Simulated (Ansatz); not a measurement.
# UB3LYP/6-31G(d) (Cartesian functions) run of GeH3O2 (SMILES [O][GeH2][OH])

Aim: the energy change on altering one bond length of GeH3O2 at UB3LYP/6-31G* (Cartesian functions), from 2 runs. 

The results are computed with Ansatz 0.2.0.

55 further runs of the same task are left out: 55 set aside as unsound or not needed. Runs told in other sessions of the task aren't counted.

### Step 1. The molecule

GeH3O2: 6 atoms, total charge 0, spin state doublet. As SMILES, `[O][GeH2][OH]`. The coordinates come from a PBE0-D4/def2-TZVP relaxation. This is one conformer, not always the lowest.

Bond lengths: O1–Ge2 1.790 Å, Ge2–O3 1.768 Å, Ge2–H4 1.539 Å, Ge2–H5 1.528 Å, O3–H6 0.960 Å. Angles: O1–Ge2–O3 111.6°, O1–Ge2–H4 102.2°, O1–Ge2–H5 109.7°, O3–Ge2–H4 112.1°, O3–Ge2–H5 104.9°, Ge2–O3–H6 113.3°, H4–Ge2–H5 116.5°.

### Step 2. A single-point energy at UB3LYP/6-31G(d) (Cartesian functions)

Contents of run.yaml:

```yaml
crystal:
  periodic: [false, false, false]
  atoms:
    - {symbol: O, position_ang: [-1.694000, -0.455900, 0.556900]}
    - {symbol: Ge, position_ang: [-0.249900, 0.168600, -0.295800]}
    - {symbol: O, position_ang: [1.186300, 0.124100, 0.735000]}
    - {symbol: H, position_ang: [-0.134800, -0.795800, -1.489800]}
    - {symbol: H, position_ang: [-0.447300, 1.647000, -0.628900]}
    - {symbol: H, position_ang: [1.381600, -0.751900, 1.076400]}
basis:
  gaussian:
    orbitals: "6-31G*"
hamiltonian:
  xc: {name: B3LYP}
magnetization:
  spin_polarized: true
  initial_magnetization: 1
accuracy: high
output: {orbitals: {seedname: orbitals}}
```

The run is started by

```
ansatz run run.yaml --threads 1 --pin off --max-ram 2610MiB --events-out events.jsonl --progress --plain --runs-dir runs
```

Log:

```text
Warning: RAYON_NUM_THREADS=1 ignored (pool sized by the plan → 1); use --threads N
Functional definition: B3LYP
  name "B3LYP"
  parameter a0 = 0.2
  parameter ax = 0.72
  parameter ac = 0.81
  exchange = (1 - a0 - ax)*slater_x + ax*b88_x + a0*exact_x
  correlation = (1 - ac)*vwn_rpa_c + ac*lyp_c
1399 factors; integrals over basis functions are off by at most 4.5e-9 eV
mean field evaluation 1: about -60641.7055 eV, gradient 5.3e1 eV
mean field evaluation 2: about -60568.4509 eV, gradient 1.3e2 eV
mean field evaluation 4: about -60650.9346 eV, gradient 2.2e1 eV
mean field evaluation 8: about -60653.0392 eV, gradient 3.5e-1 eV
mean field evaluation 16: about -60653.0417 eV, gradient 2.9e-2 eV
mean field evaluation 32: about -60653.0423 eV, gradient 2.0e-5 eV
mean field -60653.04229270 eV, -2228.9581921481 hartree, gradient 2.4e-8 eV, S^2 0.753520; 2 other end points of the search recorded, 0 dependent functions left out
reference -60653.04233031 eV, -2228.9581935304 hartree; 26, 25 occupied and 45, 46 virtual orbitals, 1399 factors
Total energy: -60653.04233031 eV, -2228.9581935304 hartree
```

It took 6.9 s on 1 thread of AMD EPYC 9R45 (Zen 5), shared host; peak memory 0.32 GiB.

### Step 3. The distorted shape, same level

Contents of input.yaml:

```yaml
crystal:
  periodic: [false, false, false]
  atoms:
    - {symbol: O, position_ang: [-3.417476, -0.402499, -0.680086]}
    - {symbol: Ge, position_ang: [-1.973376, 0.222001, -1.532786]}
    - {symbol: O, position_ang: [1.186300, 0.124100, 0.735000]}
    - {symbol: H, position_ang: [-1.858276, -0.742399, -2.726786]}
    - {symbol: H, position_ang: [-2.170776, 1.700401, -1.865886]}
    - {symbol: H, position_ang: [1.381600, -0.751900, 1.076400]}
basis:
  gaussian:
    orbitals: "6-31G*"
magnetization:
  spin_polarized: true
  initial_magnetization: 1
hamiltonian:
  xc: {name: B3LYP}
accuracy: high
output: {orbitals: {seedname: orbitals}}
```

The run is started by

```
ansatz run input.yaml --threads 1 --pin off --max-ram 2610MiB --events-out events.jsonl --progress --plain --runs-dir runs
```

Log:

```text
Warning: RAYON_NUM_THREADS=1 ignored (pool sized by the plan → 1); use --threads N
[... 7 set-up lines as earlier in the session ...]
1282 factors; integrals over basis functions are off by at most 7.0e-9 eV
mean field evaluation 1: about -60629.5709 eV, gradient 6.0e1 eV
mean field evaluation 2: about -60306.3598 eV, gradient 1.4e2 eV
mean field evaluation 4: about -60641.0371 eV, gradient 4.2e1 eV
mean field evaluation 8: about -60649.4314 eV, gradient 9.5e-1 eV
mean field evaluation 16: about -60649.5028 eV, gradient 1.1e-1 eV
mean field evaluation 32: about -60649.5237 eV, gradient 5.0e-7 eV
mean field evaluation 64: about -60649.5256 eV, gradient 4.6e-8 eV
mean field -60649.52561178 eV, -2228.8289565080 hartree, gradient 1.5e-8 eV, S^2 0.953964; 12 other end points of the search recorded, 0 dependent functions left out
reference -60649.52565269 eV, -2228.8289580113 hartree; 26, 25 occupied and 45, 46 virtual orbitals, 1282 factors
Total energy: -60649.52565269 eV, -2228.8289580113 hartree
```

Wall time 15 s (1 thread of AMD EPYC 9R45 (Zen 5), shared host); peak memory 0.33 GiB.

### Step 4. Summary of results

Level: UB3LYP/6-31G* (Cartesian functions).

| quantity | value |
| --- | --- |
| first shape: total energy | -2228.95819 Eh |
| first shape: HOMO energy (highest over α and β) | -8.15 eV |
| first shape: LUMO energy (lowest over α and β) | -4.50 eV |
| first shape: ⟨S²⟩ | 0.754 |
| distorted shape: total energy | -2228.82896 Eh |
| distorted shape: HOMO energy (highest over α and β) | -6.81 eV |
| distorted shape: LUMO energy (lowest over α and β) | -4.76 eV |
| distorted shape: ⟨S²⟩ | 0.954 |
| energy change with the Ge2–O3 bond stretched from 1.768 to 3.891 Å | 3.517 eV |

What this shows: With the Ge2–O3 bond stretched from 1.768 to 3.891 Å the energy rises by 3.52 eV (339 kJ/mol). The first shape isn't relaxed at this level, so the change isn't measured from a minimum. ⟨S²⟩ (distorted shape) is 0.95 where a pure doublet has 0.75: the reference is spin-contaminated.
